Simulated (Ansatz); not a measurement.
# Re (bcc type): how the settings move a single-point run

Aim: see which settings change the result for Re (bcc type), by how much, and at what cost.

Computed with Ansatz 0.2.0 (reference: DFT, LDA, all-electron PAW with datasets made for the crystal, scalar-relativistic, unless a step's input says otherwise).

## 1. The system as given

It takes space group Im-3m (No. 229, cubic). The conventional cell has a = 2.353 Å, b = 2.353 Å, c = 2.353 Å, α = 90.00°, β = 90.00°, γ = 90.00°. Re (site symmetry m-3m) is surrounded by 8 Re at 2.04 Å.

Coordinates:

```cif
data_structure
_symmetry_space_group_name_H-M 'Im-3m'
_symmetry_Int_Tables_number 229
_cell_length_a 2.3530
_cell_length_b 2.3530
_cell_length_c 2.3530
_cell_angle_alpha 90.000
_cell_angle_beta 90.000
_cell_angle_gamma 90.000
_cell_volume 13.03
loop_
_atom_site_label
_atom_site_type_symbol
_atom_site_symmetry_multiplicity
_atom_site_Wyckoff_symbol
_atom_site_fract_x
_atom_site_fract_y
_atom_site_fract_z
_atom_site_occupancy
Re1 Re 2 a 0.00000 0.00000 0.00000 1
```

## 2. The reference run

Input file input.yaml:

```yaml
crystal:
  lattice:
    - [-1.1764872988, 1.1764872988, 1.1764872988]
    - [1.1764872988, -1.1764872988, 1.1764872988]
    - [1.1764872988, 1.1764872988, -1.1764872988]
  atoms:
    - { symbol: Re, position: [0.0, 0.0, 0.0] }
kpoints:
  mp_grid: { grid: [19, 19, 19] }
scf:
  occupations: { method: fermi_dirac, width: 0.1 }
hamiltonian:
  xc: lda
  pseudopotentials: { kind: all_electron, datasets: crystal }
output:
  forces: true
  stress: true
  eigenvalues: true
```

Command:

```console
> ansatz run input.yaml --threads 1 --pin off --max-ram 2048MiB --backend cpu --events-out ev --progress --plain --runs-dir out
```

## 3. Changed: occupations.width 0.2

Edit input.yaml of step 2 so:

```diff
@@ -10,3 +10,3 @@
 scf:
-  occupations: { method: fermi_dirac, width: 0.1 }
+  occupations: { method: fermi_dirac, width: 0.2 }
 hamiltonian:
```

Q: Predict the outcome of this session. Wanted: for each run, ending; energy change; pressure; gap; force.

**Answer**, as computed:

| run | ending | energy change | pressure (GPa) | gap (eV) | force (eV/Å) | cycles | time |
| --- | --- | --- | --- | --- | --- | --- | --- |
| reference | converged | 0 | 1654.8 | 0.00 | 0.00 | 8 | 25 s |
| 1: occupations.width 0.2 | converged | +0.5 meV/atom (σ→0) | 1655.2 | 0.00 | 0.00 | 8 | 26 s |

Residual by cycle in the longest SCF loop of each run; runs are numbered as in the table. The quantity is the density residual dr2, in eV.

| cycle | reference | run 1 |
| --- | --- | --- |
| 1 | 0.0681 | 0.0675 |
| 2 | 0.0119 | 0.0118 |
| 3 | 0.00326 | 0.00328 |
| 4 | 2.9e-4 | 2.9e-4 |
| 5 | 1.3e-6 | 1.3e-6 |
| 6 | 8.6e-7 | 8.5e-7 |
| 7 | 1.2e-9 | 1.3e-9 |
| 8 | 2.8e-11 | 2.8e-11 |

**Reading.** Changing the smearing moves the energy by +0.5 meV/atom (σ→0 values), and the pressure goes from 1654.8 to 1655.2 GPa. The structure is not at rest: the sound run finds 1655 GPa, so these are no properties of the relaxed crystal. 
